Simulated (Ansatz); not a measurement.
# CCl₃GeN: one species, many methods

The task here is to estimate one member of a computed series from the others.

The runs use Ansatz 0.2.0, Gaussian basis; functionals in def2-TZVPP, the program's frozen cores in correlated methods.

The runs, in order: LDA (SPW92), PBE-D4, revPBE-D4, BLYP-D4, r2SCAN-D4, B97M-V, PBE0-D4, B3LYP-D4, r2SCANh-D4, r2SCAN0-D4, HSE06-D4, BHLYP-D4, CAM-B3LYP-D4, LC-ωPBE, ωB97X-V, ωB97M-V, B2PLYP, PBE-QIDH; CCSD(T)/def2-SVP; CCSD(T)/def2-TZVPP; MP2/def2-QZVPP; extrapolation to the limit; RPA on PBE.

### The geometry

All runs share one geometry, relaxed beforehand with PBE0-D4 in a triple-zeta def2 set.

SMILES `N#[C][Ge]([Cl])([Cl])[Cl]`, 6 atoms, charge 0, spin multiplicity 1.

Atoms are counted from 1 here; the program's logs count them from 0.

Bond lengths: N1–C2 1.151 Å, C2–Ge3 1.909 Å, Ge3–Cl4 2.110 Å, Ge3–Cl5 2.110 Å, Ge3–Cl6 2.110 Å. Angles: N1–C2–Ge3 180.0°, C2–Ge3–Cl4 108.5°, C2–Ge3–Cl5 108.5°, C2–Ge3–Cl6 108.5°, Cl4–Ge3–Cl5 110.4°, Cl4–Ge3–Cl6 110.4°, Cl5–Ge3–Cl6 110.4°.

As a file:

```mol
CCl3GeN
  3D, bonds by distance, orders not assigned

  6  5  0  0  0  0  0  0  0  0999 V2000
    1.7154   -1.5456    1.1384 N   0  0
    0.9496   -0.8574    0.6250 C   0  0
   -0.3209    0.2840   -0.2276 Ge  0  0
   -1.8601   -0.9120   -1.0366 Cl  0  0
    0.6606    1.3543   -1.7590 Cl  0  0
   -1.1026    1.6127    1.2136 Cl  0  0
  1  2  8  0
  2  3  8  0
  3  4  8  0
  3  5  8  0
  3  6  8  0
M  END
```

Set-up of the first run:

File in.yaml:

```yaml
crystal:
  periodic: [false, false, false]
  atoms:
    - {symbol: N, position_ang: [1.715434, -1.545631, 1.138415]}
    - {symbol: C, position_ang: [0.949556, -0.857357, 0.625004]}
    - {symbol: Ge, position_ang: [-0.320866, 0.283964, -0.227636]}
    - {symbol: Cl, position_ang: [-1.860070, -0.912019, -1.036646]}
    - {symbol: Cl, position_ang: [0.660646, 1.354309, -1.758969]}
    - {symbol: Cl, position_ang: [-1.102600, 1.612732, 1.213632]}
basis:
  gaussian: {orbitals: def2-TZVPP}
hamiltonian: {xc: lda}
output: {orbitals: {seedname: orbitals}}
```

The run is started by

```sh
$ ansatz run in.yaml --threads 4 --pin off --events-out ev --progress --plain --max-ram 10444MiB
```

Among the steps run: LDA; PBE-D4 (GGA); revPBE-D4 (GGA); BLYP-D4 (GGA); r2SCAN-D4 (meta-GGA); B97M-V (meta-GGA); PBE0-D4 (hybrid); B3LYP-D4 (hybrid); r2SCANh-D4 (hybrid); r2SCAN0-D4 (hybrid); HSE06-D4 (hybrid); BHLYP-D4 (hybrid); CAM-B3LYP-D4 (range-separated); LC-ωPBE (range-separated); ωB97X-V (range-separated); ωB97M-V (range-separated); B2PLYP (double hybrid); PBE-QIDH (double hybrid).

One table of the session follows, with a row left open; its other results are not shown here.

It belongs to the step «Frontier levels by functional». 

```
  functional  HOMO (eV)  LUMO (eV)  gap (eV)
 LDA (SPW92)      -8.64      -3.36      5.29
      PBE-D4      -8.49      -3.04      5.46
   revPBE-D4      -8.44      -2.92      5.52
     BLYP-D4      -8.31      -2.98      5.33
   r2SCAN-D4      -8.89      -2.81      6.08
      B97M-V      -8.97      -2.66      6.31
     PBE0-D4      -9.96      -2.04      7.92
    B3LYP-D4      -9.65      -2.36      7.29
  r2SCANh-D4      -9.42      -2.45      6.97
  r2SCAN0-D4     -10.22      -1.91      8.31
    HSE06-D4      -9.56      -2.41      7.14
    BHLYP-D4          ?          ?         ?
CAM-B3LYP-D4     -11.34      -0.98     10.35
     LC-ωPBE     -12.82       0.30     13.11
     ωB97X-V     -12.41       0.22     12.62
     ωB97M-V     -12.22       0.07     12.30
```

Q: Estimate the row for BHLYP-D4 from the others.

Worked estimate for «HOMO (eV)». Against the share of exact exchange, BLYP-D4 (0, -8.31), B3LYP-D4 (0.2, -9.65) give a slope of -6.70 per unit share; at 0.5 the line stands at -11.66.

As computed: HOMO (eV): -11.26; LUMO (eV): -0.96; gap (eV): 10.29. In «HOMO (eV)» the line misses by -0.40.
